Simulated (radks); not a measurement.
# Ru²⁺ in [Kr] 4d6: an all-electron calculation

The task here is to estimate one member of a computed series from the others.

Program: radks (a radial shooting solver on a logarithmic mesh, Libxc functionals) version 1. Level of theory: Dirac Kohn-Sham, exchange-only B88, spin-unpolarised, spherical densities, finite nucleus; open shells fill j = l - 1/2 first. These are calculated values, not measurements, unless marked.

## The system

| Item | Value |
| --- | --- |
| element | ruthenium (Z = 44) |
| charge | +2 |
| electrons | 42 |
| configuration | [Kr] 4d6 |
| nuclear rms radius | 4.4809 fm |

Set-up of the first run:

The run's settings:

```text
Z 44
configuration [Kr] 4d6 5s0 5p0
relativity Dirac
functional b88,
spin unpolarised
j_filling energy
nucleus finite rms 4.4809 fm
c 137.035999084
```

Command:

```sh
$ python run_ks.py task.json out
```

This one command runs every case of the session in turn.

One of the session's tables, all rows but one given; the rest of the session is left out.

It belongs to the step «Shells». From the orbitals of this run (lengths in bohr):

| level | <r> | outermost maximum (interpolated) | 90 % within | nodes |
| --- | --- | --- | --- | --- |
| 1s1/2 | 0.03343 | 0.0217 | 0.0599 | 0 |
| 2s1/2 | 0.1453 | 0.123 | 0.225 | 1 |
| 2p1/2 | 0.1236 | 0.0955 | 0.202 | 0 |
| 2p3/2 | 0.1284 | 0.0994 | 0.209 | 0 |
| 3s1/2 | 0.4026 | 0.362 | 0.594 | 2 |
| 3p1/2 | 0.3957 | 0.349 | 0.598 | 1 |
| 3p3/2 | 0.4064 | 0.358 | 0.613 | 1 |
| 3d3/2 | 0.3822 | 0.299 | 0.609 | 0 |
| 3d5/2 | 0.3856 | 0.302 | 0.614 | 0 |
| 4s1/2 | 1.016 | 0.914 | 1.48 | 3 |
| 4p1/2 | 1.101 | 0.964 | 1.63 | 2 |
| 4p3/2 | 1.131 | 0.989 | 1.67 | 2 |
| 4d3/2 | 1.530 | 1.19 | 2.42 | 1 |
| 4d5/2 | ? | ? | ? | ? |
| 5s1/2 | 2.776 | 2.44 | 4.03 | 4 |
| 5p1/2 | 3.320 | 2.89 | 4.86 | 3 |
| 5p3/2 | 3.398 | 2.97 | 4.97 | 3 |

Estimate the missing values for 4d5/2.

As computed: <r>: 1.546; outermost maximum (interpolated): 1.20; 90 % within: 2.45; nodes: 1. In the column «<r>» it lies between 4d3/2 (1.530) and 5s1/2 (2.776).

Caveats from the session: Spin polarisation and multiplet splitting are left out.
